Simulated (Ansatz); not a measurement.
# H8N2OSi: the cost of one run

Program: Ansatz 0.2.0. Level of theory: RKS PBE0-D4/def2-SVP. These are calculated values, not measurements.

## (1) The structure to begin with

Bond lengths: Si1–O2 2.071 Å, Si1–H3 1.467 Å, Si1–H4 1.482 Å, Si1–N5 1.709 Å, Si1–N7 2.122 Å, O2–H8 0.956 Å, N5–H9 1.003 Å, N5–H10 1.005 Å, N7–H11 1.007 Å, N7–H12 1.006 Å. Angles (14 of 17 angles, heavy atoms first): O2–Si1–N5 85.3°, O2–Si1–N7 70.4°, N5–Si1–N7 114.2°, Si1–O2–H8 114.5°, O2–Si1–H3 87.0°, O2–Si1–H4 161.7°, H3–Si1–N5 128.4°, H3–Si1–N7 110.7°, H4–Si1–N5 98.6°, H4–Si1–N7 91.9°, Si1–N5–H9 120.6°, Si1–N5–H10 120.5°, Si1–N7–H11 116.5°, Si1–N7–H12 115.0°.

Structure file:

```xyz
12

Si    0.4875   -0.5769    0.1341
O    -1.4552   -0.1990   -0.4747
H     0.4589   -1.7388   -0.7606
H     1.9262   -0.3970    0.4425
N    -0.1327   -0.4420    1.7212
H    -0.8454    0.8176   -0.9517
N     0.4293    1.2280   -0.9801
H    -1.7509   -0.7334   -1.2107
H     0.4287   -0.6999    2.5119
H    -1.1179   -0.5395    1.8939
H     0.9081    1.2240   -1.8658
H     0.6633    2.0569   -0.4600
```

## (2) Pulling towards end A

Springs on the bonds that form and break draw the guess towards this end; the thresholds are loose.

input.yaml reads:

```yaml
crystal:
  periodic: [false, false, false]
  atoms:
    - { symbol: Si, position_ang: [0.4875, -0.5769, 0.1341] }
    - { symbol: O, position_ang: [-1.4552, -0.199, -0.4747] }
    - { symbol: H, position_ang: [0.4589, -1.7388, -0.7606] }
    - { symbol: H, position_ang: [1.9262, -0.397, 0.4425] }
    - { symbol: "N", position_ang: [-0.1327, -0.442, 1.7212] }
    - { symbol: H, position_ang: [-0.8454, 0.8176, -0.9517] }
    - { symbol: "N", position_ang: [0.4293, 1.228, -0.9801] }
    - { symbol: H, position_ang: [-1.7509, -0.7334, -1.2107] }
    - { symbol: H, position_ang: [0.4287, -0.6999, 2.5119] }
    - { symbol: H, position_ang: [-1.1179, -0.5395, 1.8939] }
    - { symbol: H, position_ang: [0.9081, 1.224, -1.8658] }
    - { symbol: H, position_ang: [0.6633, 2.0569, -0.46] }
basis:
  gaussian: { orbitals: def2-SVP }
hamiltonian:
  xc: pbe0
  dispersion: d4
relax:
  f_tol: 0.15
  max_steps: 25
  restrain:
    - { distance: [0, 6], at: 3.12, k: 30.0 }
    - { distance: [5, 1], at: 2.27, k: 30.0 }
    - { distance: [0, 1], at: 1.77, k: 30.0 }
    - { distance: [5, 6], at: 1.02, k: 30.0 }
```

The run is started by

```console
ansatz run input.yaml --threads 2 --pin off --max-ram 3072MiB --backend cpu --events-out ev --progress --plain --runs-dir out
```

Q: Estimate wall time and peak memory on 2 threads of Arm Neoverse N1, shared host.

About 72 s, with a peak of 0.2 GiB.
